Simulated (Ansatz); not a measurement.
# B2Ge: the cost of one run

Method: cc-pVDZ, all electrons in the functionals, frozen cores in the correlation of double hybrids and RPA; program: Ansatz 0.2.0, Gaussian basis.

The runs, in order: wB97M-V, B2PLYP, RPA-PBE, at charge 0, triplet; charge 0, singlet; charge 0, quintet; charge 1, doublet; charge 1, quartet; displaced geometry v1; displaced geometry v2.

23 further runs of the same task are left out: 6 that didn't finish, 17 set aside as unsound or not needed. Runs told in other sessions of the task aren't counted.

## Step 1: What is computed

The geometry is a PBE0/def2-TZVP stationary point (not a proven minimum). No spin-orbit coupling is included. The filled d shell of Ge may be among the frozen orbitals whatever the setting's name suggests.

3 atoms, charge 0, spin multiplicity 3.

Atoms are counted from 1 here; the program's logs count them from 0.

Bond lengths: B1–B2 1.542 Å, B2–Ge3 1.941 Å. Angles: B1–B2–Ge3 180.0°.

No dispersion term is added; wB97M-V holds VV10 nonlocal correlation.

The geometry shown and the zero of energy belong to the point charge 0, triplet. The yardstick, UCCSD(T), and other wave-function levels (R restricted, U unrestricted, valence and pair active spaces) come from earlier runs.

## Step 2: wB97M-V, charge 0, triplet

Input file in.yaml:

```yaml
crystal:
  periodic: [false, false, false]
  atoms:
    - {symbol: B, position_ang: [0.000000, 0.000000, -1.674700]}
    - {symbol: B, position_ang: [0.000000, 0.000000, -0.133200]}
    - {symbol: Ge, position_ang: [0.000000, 0.000000, 1.807900]}
basis:
  gaussian: {orbitals: cc-pVDZ}
magnetization: {spin_polarized: true, initial_magnetization: 2}
hamiltonian: {xc: {name: wB97M-V}}
output: {forces: true, orbitals: {seedname: orbitals}}
```

The run is started by

```
> ansatz run in.yaml --threads 1 --pin off --events-out ev --progress --plain --max-ram 2393MiB
```

**Question.** How long does this run take on 1 thread of Arm Neoverse V2, shared host?

About 11 s.
